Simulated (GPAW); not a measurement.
Runs of GPAW 26.7.0 on InSe2. Symmetry: P4/nmm, No. 129, tetragonal system. The conventional cell has a = 3.895 Å, b = 3.895 Å, c = 9.626 Å, α = 90.00°, β = 90.00°, γ = 90.00°. In (site symmetry 4mm) has 4 Se at 2.84 Å as nearest neighbours. Se (site symmetry -4m2) has 4 Se at 2.75 Å as nearest neighbours. Se (site symmetry 4mm) is surrounded by 4 In at 2.84 Å. The cell comes from a database or a generator and needn't be the stable form of this composition.

| level | gap on the mesh (eV) | pressure (GPa) | relaxed volume (Å³/atom) | largest force (eV/Å) |
| --- | --- | --- | --- | --- |
| PBEsol+D3 | none | -0.1 | 22.23 | 0.01 |
| PBEsol | none | -0.1 | (b) | 0.01 |
| PBEsol+D3(BJ)+ATM | none | 0.0 | (a) | - |
| PBEsol+D4 | none | 0.0 | 21.97 | - |
| PBEsol+D3(BJ) | none | 0.0 | 21.62 | 0.01 |

Alike in all rows: task relaxation of cell and atoms; potentials or basis PAW data sets generated in the run's folder for this functional, pw; no spin polarisation; cell relaxed; k mesh 5 × 5 × 2; cutoff (eV) 600; smearing fermi-dirac 0.05 eV.

**Question.** Fill in the values left out.

**Answer.** (a) 21.74; (b) 22.64.

Caveats: later steps reuse the first step's grids; pairwise dispersion overbinds metals, which lowers pressure and volume (some runs).

A k mesh can miss the band edges, and the runs leave out spin-orbit coupling on In, Se.

A gap of «none» marks a metal or a gap under the smearing width.
